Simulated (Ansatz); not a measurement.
**CCSD(T)/def2-SVP run of BSiH4O2F (SMILES O[SiH2]B(O)F)**

Aim: the energy change on altering one bond length of BSiH4O2F at CCSD(T)/def2-SVP, from 2 runs. 

The results are computed with Ansatz 0.2.0.

127 further runs of the same task are left out: 127 set aside as unsound or not needed. Runs told in other sessions of the task aren't counted.

**1. The structure to begin with**

BSiH4O2F has 9 atoms, charge 0, and is taken as a singlet. As SMILES, `O[SiH2]B(O)F`. Geometry: relaxed at PBE0-D4/def2-TZVP. This is one conformer, not always the lowest.

Bond lengths: O1–Si2 1.653 Å, Si2–B3 2.035 Å, B3–O4 1.347 Å, B3–F5 1.342 Å, O1–H6 0.958 Å, Si2–H7 1.484 Å, Si2–H8 1.493 Å, O4–H9 0.965 Å. Some angles: O1–Si2–B3 110.9°, Si2–B3–O4 121.6°, Si2–B3–F5 119.7°, O4–B3–F5 118.7°, O1–Si2–H7 106.4°, O1–Si2–H8 111.4°, B3–Si2–H7 111.6°, B3–Si2–H8 108.7°, Si2–O1–H6 117.1°, B3–O4–H9 113.7°.

**2. The energy at CCSD(T)/def2-SVP**

Input file job.yaml:

```yaml
crystal:
  periodic: [false, false, false]
  atoms:
    - {symbol: O, position_ang: [1.152500, 0.650100, 1.703000]}
    - {symbol: Si, position_ang: [0.837600, -0.439800, 0.500200]}
    - {symbol: B, position_ang: [-0.701500, 0.194000, -0.670900]}
    - {symbol: O, position_ang: [-0.968000, -0.381600, -1.859000]}
    - {symbol: F, position_ang: [-1.488500, 1.196900, -0.250400]}
    - {symbol: H, position_ang: [0.401000, 1.098100, 2.092900]}
    - {symbol: H, position_ang: [2.093300, -0.579800, -0.278100]}
    - {symbol: H, position_ang: [0.493300, -1.781600, 1.056300]}
    - {symbol: H, position_ang: [-1.731300, -0.002600, -2.311100]}
basis:
  gaussian:
    orbitals: def2-SVP
scf:
  omitted_lower_state_checks: [cluster_reference, increment]
correlation:
  method: ccsd_t
  frozen_orbitals: {B: 1, F: 1, H: 0, O: 1, Si: 5}
accuracy: high
```

Launch:

```console
$ ansatz run job.yaml --threads 1 --pin off --max-ram 3480MiB --events-out events.jsonl --progress --plain --runs-dir runs
```

The log of the run, cut to the lines that bear on the results:

```text
Warning: RAYON_NUM_THREADS=1 ignored (pool sized by the plan → 1); use --threads N
Functional definition: HF
  name "HF"
[...]
2070 factors; integrals over basis functions are off by at most 6.6e-9 eV
[...]
mean field -15373.07375649 eV, -564.9500403075 hartree, gradient 2.3e-8 eV, S^2 0.000000; 0 other end points of the search recorded, 0 dependent functions left out
9 core orbitals not correlated: weight in the atoms' cores, before any rotation towards them, 1.000 or more for the frozen orbitals, at most 0.000 for the correlated occupied ones
reference -15373.07375649 eV, -564.9500403075 hartree; 15, 15 occupied and 70, 70 virtual orbitals, 2070 factors
second order -19.92116068 eV of doubles, -0.00000000 eV of singles
cycle   1  -20.26139161 eV  change   -3.4e-1 eV  update   1.1e-1
[...]
cycle  21  -20.85986835 eV  change    2.8e-9 eV  update   1.2e-9
perturbative correction -0.44520748 eV, -0.0163610733 hartree
Total energy: -15394.37883233 eV, -565.7329874034 hartree
Checks for a lower state left out: cluster_reference, increment
```

Run time: 40 s. Hardware: 1 thread of Arm Neoverse V2, shared host; peak memory 0.61 GiB.

**3. The distorted shape at the same level**

Input file job.yaml:

```yaml
crystal:
  periodic: [false, false, false]
  atoms:
    - {symbol: O, position_ang: [1.922059, 0.333196, 2.288557]}
    - {symbol: Si, position_ang: [1.607159, -0.756704, 1.085757]}
    - {symbol: B, position_ang: [-0.701500, 0.194000, -0.670900]}
    - {symbol: O, position_ang: [-0.968000, -0.381600, -1.859000]}
    - {symbol: F, position_ang: [-1.488500, 1.196900, -0.250400]}
    - {symbol: H, position_ang: [1.170559, 0.781196, 2.678457]}
    - {symbol: H, position_ang: [2.862859, -0.896704, 0.307457]}
    - {symbol: H, position_ang: [1.262859, -2.098504, 1.641857]}
    - {symbol: H, position_ang: [-1.731300, -0.002600, -2.311100]}
basis:
  gaussian:
    orbitals: def2-SVP
correlation:
  method: ccsd_t
  frozen_orbitals: {B: 1, F: 1, H: 0, O: 1, Si: 5}
accuracy: high
scf:
  omitted_lower_state_checks: [cluster_reference, increment]
```

Launch:

```console
$ ansatz run job.yaml --threads 1 --pin off --max-ram 3480MiB --events-out events.jsonl --progress --plain --runs-dir runs
```

The log of the run, cut to the lines that bear on the results:

```text
Warning: RAYON_NUM_THREADS=1 ignored (pool sized by the plan → 1); use --threads N
Functional definition: HF
  name "HF"
[...]
2025 factors; integrals over basis functions are off by at most 7.0e-9 eV
[...]
mean field -15370.45192792 eV, -564.8536898845 hartree, gradient 2.3e-8 eV, S^2 0.000000; 0 other end points of the search recorded, 0 dependent functions left out; unrestricted orbitals would lower it
9 core orbitals not correlated: weight in the atoms' cores, before any rotation towards them, 1.000 or more for the frozen orbitals, at most 0.000 for the correlated occupied ones
reference -15370.45192792 eV, -564.8536898845 hartree; 15, 15 occupied and 70, 70 virtual orbitals, 2025 factors
second order -20.09226212 eV of doubles, -0.00000000 eV of singles
cycle   1  -20.41431846 eV  change   -3.2e-1 eV  update   1.2e-1
[...]
cycle  23  -21.10791410 eV  change   9.1e-10 eV  update   2.0e-9
perturbative correction -0.52340133 eV, -0.0192346442 hartree
Total energy: -15392.08324335 eV, -565.6486260642 hartree
Checks for a lower state left out: cluster_reference, increment
```

Run time: 41 s. Hardware: 1 thread of Arm Neoverse V2, shared host; peak memory 0.6 GiB.

**4. Results**

At CCSD(T)/def2-SVP, 9 core orbitals frozen:

| quantity | value |
| --- | --- |
| first shape: total energy | -565.73299 Eh |
| first shape: correlation energy (9 core orbitals frozen) | -782.9 mEh |
| first shape: (T) correction | -16.36 mEh |
| first shape: T1 diagnostic | 0.014 |
| distorted shape: total energy | -565.64863 Eh |
| distorted shape: correlation energy (9 core orbitals frozen) | -794.9 mEh |
| distorted shape: (T) correction | -19.23 mEh |
| distorted shape: T1 diagnostic | 0.015 |
| energy change with the Si2–B3 bond stretched from 2.035 to 3.053 Å | 2.296 eV |

What this shows: With the Si2–B3 bond stretched from 2.035 to 3.053 Å the energy rises by 2.30 eV (221 kJ/mol). The first shape isn't relaxed at this level, so the change isn't measured from a minimum. The triples (first shape) make up 2.1 % of the correlation energy. The restricted solution (distorted shape) is unstable to spin breaking: an unrestricted one lies lower. The triples (distorted shape) make up 2.4 % of the correlation energy.
